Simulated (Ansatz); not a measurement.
# KCl: a phonon run

Aim: a sound phonon run of KCl. The structure is shown as the input types it.

Method: DFT, LDA, PAW with Ansatz's default frozen-core files, scalar-relativistic; harmonic phonons by linear response, in Ansatz 0.2.0.

## Step 1: The starting structure

Symmetry: Fm-3m, No. 225, cubic system. Conventional cell: a = 11.487 Å, b = 11.487 Å, c = 11.487 Å, α = 90.00°, β = 90.00°, γ = 90.00°.

As a file:

```
K Cl
1.0
     0.00000    5.74351    5.74351
     5.74351    0.00000    5.74351
     5.74351    5.74351    0.00000
K Cl
1 1
Direct
  0.00000 0.00000 0.00000
  0.50000 0.50000 0.50000
```

## Step 2: The run

input.yaml reads:

```yaml
crystal:
  lattice:
    - [0.0, 5.7435088, 5.7435088]
    - [5.7435088, 0.0, 5.7435088]
    - [5.7435088, 5.7435088, 0.0]
  atoms:
    - { symbol: K, position: [0.0, 0.0, 0.0] }
    - { symbol: Cl, position: [0.5, 0.5, 0.5] }
kpoints:
  mp_grid: { grid: [6, 6, 6] }
scf:
  occupations: { method: fixed }
  max_iter: 100
hamiltonian:
  xc: lda
  pseudopotentials: { kind: paw }
phonons:
  method: dfpt
  dielectric: true
  rigid_motions: translations
```

Started as:

```
> ansatz run input.yaml --threads 2 --pin off --max-ram 5120MiB --backend cpu --events-out ev --progress --plain --runs-dir out
```

The log of the run (excerpt; [...] marks lines left out):

```text
[...]
Pseudopotentials: kind: paw
Pseudopotential: K, paw, valence charge 9, recommended cutoff 420 eV (normal), K.paw.azcp
Pseudopotential: Cl, paw, valence charge 7, recommended cutoff 420 eV (normal), Cl.paw.azcp
Functional definition: SPW92
[...]
Crystal: 2 atoms, lattice volume = 378.933 Å³
Basis set: ecut = 420 eV, 7391 PW (Γ), exchange–correlation on 120×120×120 points (8 copies of the dense FFT grid, shifted against one another)
Bands: 12, of which v1, the nominal top of the filled ones, is band 8 counted from 1 (7 counted from 0)
Symmetry: 48 space group operations
k-points: 30 of 216 (irreducible under 8 space group operations, time reversal used)
[...]
SCF iter   1: F=—  HF=-2543.062831 eV  |F-HF|=—  |Δ(HF+E_count)|=         —  Δρ=1.65e-2  dr2=4.47e0  ethr=1.77e-3  ⟨swp⟩=4.6  Hψ=1808  notcnv=0  defer=53
[...]
NSCF: frozen V_eff on 2 k-points
DFPT response loops at Γ: preconditioner auto → none (the input reference at scf.mixing.eps_inf says where Resta's filter doesn't serve); β = 0.50; Broyden in place of MSR1
── the response to a field inside a basis, on 6×6×6 k-points: an SCF that follows is theirs, and a resumed run solves both again ──
Bands: 9, of which v1, the nominal top of the filled ones, is band 8 counted from 1 (7 counted from 0)
[...]
Eigensolver: Dense (28 Hₖ)
[...]
  ASR residual per site (eV/Å²): 8.47e-5 5.43e-5
  Γ frequencies (cm⁻¹): -52.52 -52.52 -52.52 0.00 0.00 0.00
  ε∞ (high-frequency dielectric tensor):
        1.338565    -0.000000     0.000000
       -0.000000     1.338565     0.000000
        0.000000     0.000000     1.338565
  softest optical mode at Γ: -52.52 cm⁻¹; the repairs (sum rule, projections) moved no ω² at Γ by more than (0.93 cm⁻¹)²
  Born effective charges Z* (e; rows j = field, columns β = displacement):
    site 0:
         1.11456    0.00000    0.00000
         0.00000    1.11456    0.00000
         0.00000   -0.00000    1.11456
    site 1:
        -1.11456   -0.00000   -0.00000
        -0.00000   -1.11456   -0.00000
        -0.00000    0.00000   -1.11456
  Z* charge neutrality: 3.902e-4 e pre-enforcement
  solved inside a basis spanned on kpoints, on 6×6×6 k-points, its susceptibility summed on 10×10×10: ε∞ is read to err by 1.1e-3, Z* by 9.8e-3 e (field_mesh: kpoints solves on kpoints); Z* is corrected for what the basis lacks
  optical modes at Γ without the LO–TO term, one row a degenerate level:
      ω (cm⁻¹)  modes    IR ((D/Å)²/amu)
        -52.52      3             4.6244
  optical modes at Γ + LO–TO along q̂ = [1.0000, 0.0000, 0.0000]:
      ω (cm⁻¹)  modes    IR ((D/Å)²/amu)
        -52.52      2             3.0829
         61.02      1             1.5415
  optical modes at Γ + LO–TO along q̂ = [0.0000, 1.0000, 0.0000]:
      ω (cm⁻¹)  modes    IR ((D/Å)²/amu)
        -52.52      2             3.0829
         61.02      1             1.5415
  optical modes at Γ + LO–TO along q̂ = [0.0000, 0.0000, 1.0000]:
      ω (cm⁻¹)  modes    IR ((D/Å)²/amu)
        -52.52      2             3.0829
         61.02      1             1.5415
```

Run time: 50 s. Hardware: 2 threads of Arm Neoverse V2, shared host; peak memory 1 GiB.

## Step 3: A second look at the input

This run ends as converged. Convergence says nothing about whether the input makes sense.

The structure is inflated by the factor 1.89 between bohr and ångström. The shortest distance in the input is 5.74 Å, between atoms 1 (K) and 2 (Cl).

The cure: divide the lengths by 1.8897.

## Step 4: Second run, to compare

Other changes include scf.max_iter.

Edit input.yaml of step 2 so:

```diff
@@ -2,5 +2,5 @@
   lattice:
-    - [0.0, 5.7435088, 5.7435088]
-    - [5.7435088, 0.0, 5.7435088]
-    - [5.7435088, 5.7435088, 0.0]
+    - [0.0, 3.03933400677, 3.03933400677]
+    - [3.03933400677, 0.0, 3.03933400677]
+    - [3.03933400677, 3.03933400677, 0.0]
   atoms:
@@ -12,3 +12,2 @@
   occupations: { method: fixed }
-  max_iter: 100
 hamiltonian:
```

Started as:

```
> ansatz run input.yaml --threads 2 --pin off --max-ram 5120MiB --backend cpu --events-out ev --progress --plain --runs-dir out
```

Excerpt of the output:

```text
[...]
Basis set: ecut = 420 eV, 1067 PW (Γ), exchange–correlation on 60×60×60 points (8 copies of the dense FFT grid, shifted against one another)
[...]
k-points: 30 of 216 (irreducible under 8 space group operations, time reversal used)
[...]
SCF iter   1: F=—  HF=-2544.300387 eV  |F-HF|=—  |Δ(HF+E_count)|=         —  Δρ=6.66e-3  dr2=2.45e-2  ethr=1.77e-3  ⟨swp⟩=4.8  Hψ=1949  notcnv=0  defer=55
preconditioner: auto → none  [insulator: Δε(μ)=4.990 eV  Ē_g=15.089 eV  n_scr=14 (ndim 8)  ℏωp=18.5 eV  f_vac=0.068  ε∞_Penn≈2.5]
SCF iter   2: F=—  HF=-2544.292681 eV  |F-HF|=—  |Δ(HF+E_count)|=   7.71e-3  Δρ=3.04e-3  dr2=2.27e-3  ethr=1.53e-4  ⟨swp⟩=2.4  Hψ=777  notcnv=0  defer=58
[...]
SCF iter   6: F=—  HF=-2544.291904 eV  |F-HF|=—  |Δ(HF+E_count)|=   2.55e-6  Δρ=1.12e-6  dr2=6.47e-10  ethr=2.33e-10  ⟨swp⟩=1.9  Hψ=550  notcnv=0
SCF iter   7: F=-2544.291904 eV  HF=-2544.291904 eV  |F-HF|=1.36e-12  |Δ(HF+E_count)|=  2.16e-10  Δρ=9.05e-8  dr2=2.18e-12  ethr=1.00e-12  ⟨swp⟩=6.9  Hψ=1968  notcnv=0
[...]
SCF converged after 7 iterations
Free energy (F): -2544.291904 eV
[...]
E sigma→0 (E₀):  -2544.291904 eV
Fermi energy:    1.333901 eV
[...]
```

Run time: 3.9 s. Hardware: 2 threads of Arm Neoverse V2, shared host; peak memory 0.37 GiB.

| run | ending | energy change | cycles | time |
| --- | --- | --- | --- | --- |
| first try | converged | - | 9 | 50 s |
| second try | converged | - | 7 | 3.9 s |

## Step 5: Outcome

| quantity | value |
| --- | --- |
| first try | converged |
| fault in the input | bohr typed as ångström |
| second try | converged |
| energy (zero set by the potentials) | -2544.2919 eV |

Both runs converge, but the first rests on a faulty input. Only the second answers the question as it was meant.
